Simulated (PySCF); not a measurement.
# CH₇B₃ClN: geometry, spin-spin couplings

Wanted: the spin-spin couplings of CH₇B₃ClN (`BN(B)B(C)Cl`), by calculation.

The runs use PySCF 2.14.0, with density-fitted response routines of our own; the level of theory stands in each step. All values are computed, except where a source is named. Atoms are numbered from 0 throughout.

### 1 The molecule as given

13 atoms, charge 0, multiplicity 1; geometry from: GFN2-xTB. The atoms were then displaced at random by about 0.01 Å, so the start is not that level's minimum.

Bonds of the start (Å): B0–N1 1.40, N1–B2 1.44, N1–B3 1.49, B3–C4 1.55, B3–Cl5 1.72, B0–H6 1.18, B0–H7 1.18, B2–H8 1.18, B2–H9 1.14, C4–H10 1.09, C4–H11 1.09, C4–H12 1.08.

### 2 Optimising the geometry at PBE0-D3(BJ)/def2-SVP

The job: settings as JSON, then the geometry in Å.

```
{"job": {"xc": "PBE0", "basis": "def2-SVP", "d3": "d3bj", "grid": 1, "shake": 0.01, "kind": "geom"}, "charge": 0, "multiplicity": 1}
B     -0.991320     1.193550    -0.587440
N     -0.731780    -0.053930    -0.007630
B     -1.706010    -1.110100    -0.076340
B      0.576860    -0.270370     0.671340
C      1.928790     0.136240     0.030530
Cl     0.511350    -1.045290     2.201160
H     -0.221850     2.085560    -0.512360
H     -2.022750     1.391250    -1.126620
H     -1.421120    -2.153980     0.390690
H     -2.715470    -0.920700    -0.579050
H      2.756860     0.026990     0.737330
H      1.930180     1.169980    -0.310840
H      2.112080    -0.466090    -0.841100
```

On the command line:

```console
$ OMP_NUM_THREADS=1 python probes_run.py task.json out
```

The driver reads the jobs from task.json and runs them one after another.

The log of the run:

```text
step   0  E = -631.29384349  max force = 0.028814
step   1  E = -631.29989014  max force = 0.011591
step   2  E = -631.30040797  max force = 0.006301
step   3  E = -631.30051475  max force = 0.002832
step   4  E = -631.30059697  max force = 0.001620
step   5  E = -631.30062294  max force = 0.000995
step   6  E = -631.30065570  max force = 0.000489
step   7  E = -631.30071332  max force = 0.000597
step   8  E = -631.30072638  max force = 0.000777
step   9  E = -631.30073861  max force = 0.000649
step  10  E = -631.30055158  max force = 0.002481
step  11  E = -631.30078954  max force = 0.001480
step  12  E = -631.30083355  max force = 0.001235
step  13  E = -631.30094664  max force = 0.000944
step  14  E = -631.30102707  max force = 0.000883
step  15  E = -631.30106228  max force = 0.000587
step  16  E = -631.30110616  max force = 0.000985
step  17  E = -631.30112666  max force = 0.001006
step  18  E = -631.30115371  max force = 0.001023
step  19  E = -631.30116559  max force = 0.000411
optimisation converged
```

It took 2 min on 1 thread of Arm Neoverse V1, shared host; peak memory 0.53 GiB.

Relaxation path: (the energy doesn't fall at every step)

```csv
step,energy from step 0 (eV),largest force component (eV/Å)
0,0.0000,1.4817
1,-0.1645,0.5960
2,-0.1786,0.3240
3,-0.1815,0.1456
4,-0.1838,0.0833
5,-0.1845,0.0512
6,-0.1854,0.0251
7,-0.1869,0.0307
8,-0.1873,0.0400
9,-0.1876,0.0334
10,-0.1825,0.1276
11,-0.1890,0.0761
12,-0.1902,0.0635
13,-0.1933,0.0485
14,-0.1955,0.0454
15,-0.1964,0.0302
16,-0.1976,0.0507
17,-0.1982,0.0517
18,-0.1989,0.0526
19,-0.1992,0.0211
```

Close pairs (by a distance rule), those that changed most:

```csv
bond,before (Å),after (Å),change (Å)
B2–H9,1.144,1.205,+0.062
B3–Cl5,1.716,1.770,+0.054
B0–N1,1.400,1.441,+0.041
C4–H12,1.075,1.103,+0.027
N1–B3,1.490,1.463,-0.027
B0–H6,1.180,1.205,+0.025
B0–H7,1.181,1.205,+0.024
B2–H8,1.179,1.202,+0.024
```

The next job starts from the end point, and lists it.

```csv
at the end point,value
"rotational constants (GHz, main isotopes)","3.974, 2.308, 1.474"
dipole moment (D),1.21
```

### 3 J couplings: B3LYP/cc-pVTZ

The job: settings as JSON, then the geometry in Å.

```
{"job": {"kind": "j", "xc": "B3LYP", "basis": "cc-pVTZ"}, "charge": 0, "multiplicity": 1}
B      1.271382     0.076421     0.860050
N      1.298382    -1.043776     1.766381
B      0.063454    -1.772231     1.951706
B      2.548435    -1.393113     2.441997
C      3.876148    -0.575556     2.295124
Cl     2.588351    -2.820404     3.488608
H      2.264566     0.728987     0.660966
H      0.240965     0.354145     0.300581
H      0.009302    -2.713006     2.698315
H     -0.909879    -1.407830     1.341284
H      4.683651    -0.983211     2.915884
H      3.719103     0.481133     2.566589
H      4.212349    -0.565951     1.245082
```

With the program's defaults for keys left out, this is: B3LYP/cc-pVTZ indirect spin-spin coupling, non-relativistic, gas phase.

The log of the run:

```text
coarse grid: 11376 points
cycle   1  E = -631.9834666770  dE =  3.085e-01  |g| = 4.742e-01  |ddm| = 7.596e+00
cycle   2  E = -631.9640871295  dE =  1.938e-02  |g| = 5.735e-01  |ddm| = 1.786e+00
cycle   3  E = -632.0364063503  dE = -7.232e-02  |g| = 8.598e-02  |ddm| = 8.884e-01
cycle   4  E = -632.0376817283  dE = -1.275e-03  |g| = 4.078e-02  |ddm| = 1.574e-01
cycle   5  E = -632.0380413707  dE = -3.596e-04  |g| = 4.790e-03  |ddm| = 5.988e-02
cycle   6  E = -632.0380473557  dE = -5.985e-06  |g| = 1.662e-03  |ddm| = 1.134e-02
final grid: 105176 points
cycle   7  E = -632.0495808172  dE = -8.692e-05  |g| = 7.960e-03  |ddm| = 1.290e-01
cycle   8  E = -632.0495709518  dE =  9.865e-06  |g| = 1.039e-02  |ddm| = 2.627e-02
cycle   9  E = -632.0495934003  dE = -2.245e-05  |g| = 1.372e-03  |ddm| = 1.492e-02
cycle  10  E = -632.0495938110  dE = -4.106e-07  |g| = 3.613e-04  |ddm| = 2.165e-03
cycle  11  E = -632.0495938408  dE = -2.986e-08  |g| = 6.199e-05  |ddm| = 5.997e-04
cycle  12  E = -632.0495938417  dE = -8.355e-10  |g| = 1.522e-05  |ddm| = 1.104e-04
converged SCF energy = -632.0495938417

Indirect spin-spin couplings (Hz)
  i      j    bonds     total        FC       PSO       DSO        SD
  0 B    1 N    1    -20.676   -23.083     2.576    -0.082    -0.086
  0 B    2 B    2     -1.494    -1.340    -0.099    -0.098     0.042
  0 B    3 B    2      0.789     0.815    -0.015    -0.030     0.019
  0 B    4 C    3      3.760     3.836    -0.071     0.018    -0.023
  0 B    6 H    1    135.303   135.268    -1.201     0.604     0.632
  0 B    7 H    1    143.644   143.622    -1.181     0.556     0.647
  0 B    8 H    3      6.896     7.076     0.373    -0.522    -0.031
  0 B    9 H    3      6.203     6.337    -0.147     0.020    -0.007
  0 B   10 H    4      1.790     1.895     0.305    -0.392    -0.017
  0 B   11 H    4      0.343     0.403    -0.173     0.156    -0.043
  0 B   12 H    4      0.431     0.490    -0.160     0.143    -0.041
  1 N    2 B    1    -21.150   -23.441     2.464    -0.085    -0.089
  1 N    3 B    1    -22.750   -24.436     1.925    -0.131    -0.107
  1 N    4 C    2     -2.466    -2.656     0.203    -0.005    -0.008
  1 N    6 H    2     -1.995    -2.442     0.415     0.046    -0.014
  1 N    7 H    2     -2.344    -2.833     0.440     0.054    -0.006
  1 N    8 H    2     -1.529    -1.937     0.385     0.035    -0.013
  1 N    9 H    2     -2.846    -3.321     0.432     0.048    -0.005
  1 N   10 H    3     -2.187    -2.261    -0.045     0.131    -0.012
  1 N   11 H    3      0.059    -0.009     0.069    -0.008     0.006
  1 N   12 H    3      0.138     0.070     0.065    -0.000     0.003
  2 B    3 B    2     -1.520    -1.681     0.150    -0.046     0.057
  2 B    4 C    3      1.166     0.975     0.216    -0.089     0.065
  2 B    6 H    3      6.888     7.079     0.369    -0.528    -0.032
  2 B    7 H    3      6.075     6.201    -0.134     0.016    -0.007
  2 B    8 H    1    141.332   141.140    -1.169     0.638     0.723
  2 B    9 H    1    140.575   140.583    -1.216     0.567     0.642
  2 B   10 H    4      0.414     0.494     0.318    -0.398    -0.000
  2 B   11 H    4     -0.210    -0.182     0.286    -0.320     0.006
  2 B   12 H    4     -0.231    -0.201     0.295    -0.332     0.007
  3 B    4 C    1     66.083    67.242    -1.765     0.268     0.337
  3 B    6 H    3      3.852     3.939    -0.229     0.163    -0.020
  3 B    7 H    3      7.551     7.602     0.364    -0.404    -0.012
  3 B    8 H    3      3.932     4.014    -0.132     0.076    -0.026
  3 B    9 H    3      6.328     6.325     0.420    -0.414    -0.003
  3 B   10 H    2     -6.285    -6.113    -0.206    -0.041     0.075
  3 B   11 H    2     -3.668    -3.841     0.003    -0.004     0.174
  3 B   12 H    2     -3.836    -4.061     0.030     0.003     0.191
  4 C    6 H    4      2.200     2.088    -0.145     0.257         -
  4 C    7 H    4      0.527     0.565     0.171    -0.209         -
  4 C    8 H    4     -0.166    -0.115     0.175    -0.226         -
  4 C    9 H    4      0.387     0.408     0.216    -0.236         -
  4 C   10 H    1    119.598   117.357     1.643     0.598         -
  4 C   11 H    1    110.285   107.801     1.875     0.608         -
  4 C   12 H    1    109.508   107.005     1.893     0.609         -
  6 H    7 H    2     12.597    13.028     1.318    -1.750         -
  6 H    8 H    4      2.136     2.381     1.078    -1.323         -
  6 H    9 H    4      0.571     0.804     0.882    -1.114         -
  6 H   10 H    5      1.184     1.253     0.990    -1.058         -
  6 H   11 H    5      0.455     0.148    -1.307     1.614         -
  6 H   12 H    5      0.490     0.182    -1.318     1.626         -
  7 H    8 H    4      0.689     0.890     0.886    -1.086         -
  7 H    9 H    4      0.846     0.587    -0.982     1.242         -
  7 H   10 H    5      0.288     0.489     0.995    -1.196         -
  8 H    9 H    2     13.160    13.517     1.358    -1.715         -
  8 H   10 H    5     -0.270     0.024     0.688    -0.981         -
  8 H   11 H    5     -0.236    -0.066     0.722    -0.892         -
  8 H   12 H    5     -0.264    -0.080     0.751    -0.934         -
  9 H   10 H    5      0.308     0.515     0.872    -1.079         -
  9 H   12 H    5     -0.177    -0.057     0.668    -0.788         -
 10 H   11 H    2    -10.951   -11.101     2.658    -2.508         -
 10 H   12 H    2    -11.737   -11.897     2.644    -2.484         -
 11 H   12 H    2    -17.075   -17.284     2.431    -2.222         -
```

Run time: 70 s. Hardware: 1 thread of Arm Neoverse V1, shared host; peak memory 1.1 GiB.

This basis has no tight s functions, so the Fermi-contact terms are rough.

Beyond four bonds or across contacts, the largest of 1 Hz or more: H6–H10 1.2 Hz.

Couplings of 1 Hz or more over one to four bonds, nine at most for each number, with means over like pairs (isotopes 11B, 13C, 1H, 15N):

```csv
pair,bonds,J (Hz),Fermi contact (Hz)
B0–H6,1,140.2,140.2
C4–H10,1,113.1,110.7
B3–C4,1,66.1,67.2
N1–B3,1,-22.8,-24.4
B0–N1,1,-20.9,-23.3
H10–H11,2,-13.3,-13.4
H6–H7,2,12.9,13.3
B3–H10,2,-4.6,-4.7
N1–C4,2,-2.5,-2.7
N1–H6,2,-2.2,-2.6
B0–B2,2,-1.5,-1.3
B0–H8,3,6.5,6.7
B3–H6,3,5.4,5.5
B0–C4,3,2.5,2.4
H6–H8,4,1.1,1.2
```

The spin-dipole term was solved for some atoms only; pairs without it lack that part.

The response was solved for the nuclei of B, C, H, N alone, so couplings that need other nuclei can be missing.

Quadrupole couplings from the field gradients of the same density:

```csv
atom,isotope,eQq/h (MHz),η
Cl5,35Cl,-36.5,0.75
B2,11B,5.234,0.23
B0,11B,5.136,0.19
B3,11B,4.010,0.66
N1,14N,1.085,0.51
```

### 4 J couplings: B3LYP/6-31G*

Settings changed since step 3:

```diff
@@ -1,2 +1,2 @@
-{"job": {"kind": "j", "xc": "B3LYP", "basis": "cc-pVTZ"}, "charge": 0, "multiplicity": 1}
+{"job": {"kind": "j", "xc": "B3LYP", "basis": "6-31G*"}, "charge": 0, "multiplicity": 1}
 B      1.271382     0.076421     0.860050
```

With the program's defaults for keys left out, this is: B3LYP/6-31G* indirect spin-spin coupling, non-relativistic, gas phase.

The log of the run:

```text
coarse grid: 11376 points
cycle   1  E = -631.9370599503  dE =  3.193e-01  |g| = 4.592e-01  |ddm| = 3.234e+00
cycle   2  E = -631.9211822444  dE =  1.588e-02  |g| = 5.378e-01  |ddm| = 8.409e-01
cycle   3  E = -631.9894343457  dE = -6.825e-02  |g| = 8.006e-02  |ddm| = 4.503e-01
cycle   4  E = -631.9907432032  dE = -1.309e-03  |g| = 2.771e-02  |ddm| = 8.640e-02
cycle   5  E = -631.9909298208  dE = -1.866e-04  |g| = 4.047e-03  |ddm| = 2.824e-02
cycle   6  E = -631.9909345043  dE = -4.684e-06  |g| = 1.061e-03  |ddm| = 6.878e-03
final grid: 105176 points
cycle   7  E = -631.9440667226  dE = -2.545e-05  |g| = 7.066e-03  |ddm| = 2.375e-02
cycle   8  E = -631.9440560018  dE =  1.072e-05  |g| = 9.923e-03  |ddm| = 1.318e-02
cycle   9  E = -631.9440785142  dE = -2.251e-05  |g| = 1.137e-03  |ddm| = 7.897e-03
cycle  10  E = -631.9440788347  dE = -3.205e-07  |g| = 1.410e-04  |ddm| = 1.138e-03
cycle  11  E = -631.9440788392  dE = -4.465e-09  |g| = 3.855e-05  |ddm| = 1.643e-04
cycle  12  E = -631.9440788396  dE = -3.638e-10  |g| = 1.473e-05  |ddm| = 5.524e-05
converged SCF energy = -631.9440788396

Indirect spin-spin couplings (Hz)
  i      j    bonds     total        FC       PSO       DSO        SD
  0 B    1 N    1    -21.391   -23.385     2.153    -0.083    -0.075
  0 B    2 B    2     -3.774    -3.597    -0.109    -0.098     0.030
  0 B    3 B    2     -0.391    -0.349    -0.023    -0.031     0.012
  0 B    4 C    3      3.523     3.569    -0.042     0.017    -0.021
  0 B    6 H    1    155.097   155.333    -1.373     0.674     0.463
  0 B    7 H    1    162.684   162.930    -1.352     0.625     0.481
  0 B    8 H    3      5.493     5.781     0.254    -0.517    -0.025
  0 B    9 H    3      5.201     5.337    -0.152     0.024    -0.009
  0 B   10 H    4      1.320     1.506     0.218    -0.388    -0.015
  0 B   11 H    4      0.265     0.288    -0.143     0.158    -0.039
  0 B   12 H    4      0.350     0.377    -0.136     0.146    -0.037
  1 N    2 B    1    -22.070   -23.960     2.051    -0.086    -0.076
  1 N    3 B    1    -25.510   -26.929     1.635    -0.132    -0.084
  1 N    4 C    2     -2.125    -2.280     0.165    -0.005    -0.006
  1 N    6 H    2     -1.960    -2.400     0.407     0.042    -0.009
  1 N    7 H    2     -2.281    -2.757     0.425     0.050     0.001
  1 N    8 H    2     -1.577    -1.978     0.379     0.030    -0.008
  1 N    9 H    2     -2.732    -3.193     0.415     0.043     0.002
  1 N   10 H    3     -1.840    -1.934    -0.024     0.129    -0.011
  1 N   11 H    3     -0.050    -0.118     0.072    -0.009     0.006
  1 N   12 H    3      0.009    -0.062     0.069    -0.002     0.004
  2 B    3 B    2     -1.765    -1.878     0.113    -0.046     0.045
  2 B    4 C    3      1.578     1.439     0.176    -0.090     0.052
  2 B    6 H    3      5.472     5.769     0.250    -0.522    -0.026
  2 B    7 H    3      5.124     5.256    -0.143     0.020    -0.010
  2 B    8 H    1    161.653   161.741    -1.339     0.707     0.544
  2 B    9 H    1    159.782   160.057    -1.384     0.636     0.474
  2 B   10 H    4      0.257     0.425     0.230    -0.395    -0.002
  3 B    4 C    1     83.637    84.485    -1.430     0.267     0.314
  3 B    6 H    3      3.151     3.203    -0.198     0.164    -0.018
  3 B    7 H    3      6.308     6.457     0.262    -0.400    -0.011
  3 B    8 H    3      3.221     3.305    -0.144     0.083    -0.023
  3 B    9 H    3      5.051     5.155     0.306    -0.409    -0.001
  3 B   10 H    2     -5.643    -5.443    -0.234    -0.029     0.064
  3 B   11 H    2     -2.668    -2.762    -0.043     0.005     0.133
  3 B   12 H    2     -2.603    -2.742    -0.019     0.012     0.146
  4 C    6 H    4      2.268     2.091    -0.080     0.256         -
  4 C    7 H    4      0.405     0.480     0.131    -0.206         -
  4 C    8 H    4     -0.195    -0.116     0.146    -0.225         -
  4 C    9 H    4      0.450     0.509     0.176    -0.235         -
  4 C   10 H    1    144.843   142.985     1.192     0.666         -
  4 C   11 H    1    136.151   134.102     1.373     0.675         -
  4 C   12 H    1    135.696   133.633     1.387     0.676         -
  6 H    7 H    2     10.423    11.442     0.639    -1.657         -
  6 H    8 H    4      2.007     2.563     0.747    -1.303         -
  6 H    9 H    4      0.258     0.780     0.570    -1.092         -
  6 H   10 H    5      0.772     1.098     0.716    -1.042         -
  6 H   11 H    5      0.676     0.020    -0.953     1.608         -
  6 H   12 H    5      0.718     0.056    -0.958     1.620         -
  7 H    8 H    4      0.380     0.867     0.577    -1.063         -
  7 H    9 H    4      0.990     0.515    -0.766     1.241         -
  7 H   11 H    5     -0.181     0.097     0.308    -0.586         -
  8 H    9 H    2     11.006    11.943     0.684    -1.621         -
  8 H   10 H    5     -0.495     0.013     0.464    -0.972         -
  8 H   11 H    5     -0.456    -0.075     0.499    -0.881         -
  8 H   12 H    5     -0.494    -0.092     0.520    -0.922         -
  9 H   11 H    5     -0.344    -0.052     0.463    -0.755         -
  9 H   12 H    5     -0.381    -0.078     0.475    -0.778         -
 10 H   11 H    2    -14.931   -14.033     1.490    -2.388         -
 10 H   12 H    2    -15.687   -14.809     1.487    -2.365         -
 11 H   12 H    2    -21.162   -20.453     1.392    -2.101         -
```

Run time: 15 s. Hardware: 1 thread of Arm Neoverse V1, shared host; peak memory 0.59 GiB.

The basis is not made for couplings: without tight functions at the nuclei these values are rough.

This run: J(B0,H6) 159.8 Hz, J(C4,H10) 138.9 Hz, J(B3,C4) 83.6 Hz (means over like pairs).

### 5 Run by run: spin-spin couplings

Couplings (Hz), each a mean over the pairs like the one named, with basis size and wall time:

```csv
run,B0–H6,C4–H10,B3–C4,N1–B3,B0–N1,H10–H11,H6–H7,functions,time
B3LYP/cc-pVTZ,140.2,113.1,66.1,-22.8,-20.9,-13.3,12.9,282,70 s
B3LYP/6-31G*,159.8,138.9,83.6,-25.5,-21.7,-17.3,10.7,102,15 s
```

### 6 Outcome

| quantity | value |
| --- | --- |
| rotational constants (main isotopes) | 3.97, 2.31, 1.47 GHz |
| largest coupling of the table (B3LYP/cc-pVTZ) | ¹J(B,H) B0–H6, 140.2 Hz (mean over like pairs) |
| range of J(B0,H6), mean over like pairs | 140.2 to 159.8 Hz |

What this shows: The start of the PBE0/def2-SVP relaxation was shaken at random by about 0.01 Å, so part of the energy gained, and of the first lengths quoted, undoes that. Relaxing lowered the energy by 0.199 eV in 19 steps; the close pair that moved most is B2–H9, from 1.144 to 1.205 Å. No frequency check was run at this level, so the end point may be a saddle. In the run at B3LYP/cc-pVTZ, the largest coupling of the table is B0–H6 (mean over like pairs), 140.2 Hz, of which the Fermi-contact term gives 140.2 Hz. Couplings across rotatable bonds belong to this one conformer; where others are populated, the observed values are averages. The coupling B0–H6, as a mean over pairs of its kind, runs from 140.2 Hz (B3LYP/cc-pVTZ) to 159.8 Hz (B3LYP/6-31G*). Couplings from bases without tight functions are rough.
